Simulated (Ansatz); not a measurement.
What does this script print? It uses Ansatz 0.2.0 through its Python package.

The script reads `ch2bns.xyz`:
```text
6

S    -1.74530    0.22030   -0.87560
B    -0.18840   -0.31560   -0.10370
C     0.81510   -0.23930    0.90210
N     1.04490   -1.16630   -0.06740
H    -1.11930    1.19290   -1.71390
H     1.23510    0.24400    1.81220
```

Script `ch2bns.py`:
```python
"""Potential curve of CH2BNS along one bond."""

import ansatz as az
import numpy as np

molecule = az.Crystal.molecule_from_extxyz("ch2bns.xyz")

symbols = [site.symbol for site in molecule.cartesian_sites]
start = np.array([site.position_ang for site in molecule.cartesian_sites])
axis = (start[0] - start[1]) / np.linalg.norm(start[0] - start[1])
moving = [0, 4]
lengths, energies = [1.55, 1.67, 1.82, 2.0, 2.27, 2.73, 3.27, 4.0], []
for length in lengths:
    xyz = start.copy()
    xyz[moving] += (length - np.linalg.norm(start[0] - start[1])) * axis
    point = az.Crystal.molecule()
    for symbol, xyz in zip(symbols, xyz):
        point = point.atom(symbol, xyz.tolist())
    model = (
        point.calculation()
        .basis(gaussian="cc-pVDZ")
        .functional("PBE0")
    )
    report = model.run(threads=1, backend="cpu").report
    energies.append(report["free_energy_ev"])
    print(f"r = {length:6.3f} A  E = {energies[-1]:.5f} eV  <S^2> = {abs(report['mean_field']['state']['spin_squared']):.3f}")

print("energy above the lowest point (eV):", [round(e - min(energies), 3) for e in energies])
```

```console
$ python ch2bns.py
r =  1.550 A  E = -14061.02733 eV  <S^2> = 0.000
r =  1.670 A  E = -14061.95943 eV  <S^2> = 0.000
r =  1.820 A  E = -14062.28317 eV  <S^2> = 0.000
r =  2.000 A  E = -14062.03248 eV  <S^2> = 0.000
r =  2.270 A  E = -14061.15991 eV  <S^2> = 0.000
r =  2.730 A  E = -14059.54741 eV  <S^2> = 0.000
r =  3.270 A  E = -14058.13089 eV  <S^2> = 0.000
r =  4.000 A  E = -14057.01847 eV  <S^2> = 0.000
energy above the lowest point (eV): [1.256, 0.324, 0.0, 0.251, 1.123, 2.736, 4.152, 5.265]
```

These settings explore the input space; basis and method may be short of convergence. The rest of the molecule is held rigid at a force-field or estimated start geometry, and the basis set is modest; single-reference methods fail as a bond breaks. The orbitals are restricted, so S² is zero by construction. Toward dissociation an unrestricted state can lie under the restricted one, by tenths of an eV for polar bonds under a functional and by 1 to 2 eV or more for others. Timing: 11 s on 1 thread of Intel(R) Xeon(R) Platinum 8488C (Sapphire Rapids), with other jobs on the host, peak memory 0.2 GiB.

(Lines on the test bed's own set-up are left out of the output.)
